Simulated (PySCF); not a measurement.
**[LuCl2]+: other functionals and bases at one geometry**

The task here is to estimate one member of a computed series from the others.

Method: several levels, as the steps say, no spin–orbit coupling; program: PySCF 2.14.0.

1 further run of the same task is left out (for a known fault of the program).

## Starting geometry

3 atoms, charge 1, spin multiplicity 1.

Bond lengths: Lu1–Cl2 2.294 Å, Lu1–Cl3 2.294 Å. Angles: Cl2–Lu1–Cl3 111.9°.

Geometry (Å):

```xyz
3

Lu    0.0000    0.0000   -0.4592
Cl    1.9008    0.0000    0.8257
Cl   -1.9008    0.0000    0.8257
```

Formal oxidation states: Lu +3. An earlier session relaxed this geometry at PBE0, Lu def2-SVP with ECP28, Cl def2-SVP (singlet, point group C2v).

At PBE0 on the finer grid: E = -2155.805642 Eh, HOMO -14.06 eV, LUMO -8.53 eV, Mulliken charge on Lu1 +1.31 e, largest force component 0.004 eV/Å. 

Levels to run: B3LYP; TPSS; PBE0, TZVP. Hardware: 2 threads of Intel Xeon at 2.50GHz (Skylake/Cascade Lake), shared host.

Set-up of the first run:

Input file run.py (the lines that set the calculation):

```python
mol = gto.M(atom='''
Lu     0.00000     0.00000    -0.45920
Cl     1.90077     0.00000     0.82566
Cl    -1.90077     0.00000     0.82566''',
    basis={'Lu': 'def2-SVP', 'Cl': 'def2-SVP'},
    ecp={'Lu': 'def2-SVP'},
    charge=1, spin=0)
mf = dft.RKS(mol, xc='B3LYP')
mf.grids.atom_grid = (75, 302)  # f atoms: unpruned, at least (60, 302)
mf = mf.density_fit()  # fitting sets: Lu def2-universal-JKFIT, Cl def2-universal-JKFIT
mf.conv_tol = 1e-08; mf.max_cycle = 55
mf.kernel(dm0)  # dm0: the density of the relaxed state
```

Launch:

```console
OMP_NUM_THREADS=2 python run.py
```

Among the steps run: B3LYP; TPSS; PBE0, TZVP.

One table of the session follows, with a row left open; its other results are not shown here.

| level | HOMO (eV) | gap (eV) | charge on Lu1 (e) | dipole (D) | largest force component (eV/Å) |
| --- | --- | --- | --- | --- | --- |
| PBE0 (relaxed here) | -14.06 | 5.54 | 1.31 | 5.89 | 0.00 |
| B3LYP | -13.73 | 4.84 | 1.25 | 5.66 | 0.30 |
| TPSS | ? | ? | ? | ? | ? |
| PBE0, TZVP | -14.00 | 5.58 | 1.52 | 5.73 | 0.05 |

Q: Estimate the row for TPSS from the others.

**Answer.** HOMO (eV): -12.88; gap (eV): 3.79; charge on Lu1 (e): 1.27; dipole (D): 5.58; largest force component (eV/Å): 0.22. In the column «HOMO (eV)» it is the highest.

The dipole of a charged species depends on the origin, so these sizes hold for this origin alone.

In one basis the HOMO–LUMO gap runs from 3.79 eV (TPSS) to 5.54 eV (PBE0). The largest leftover force, 0.30 eV/Å with B3LYP, stands at a geometry relaxed at another level. Total energies of different levels can't be compared.
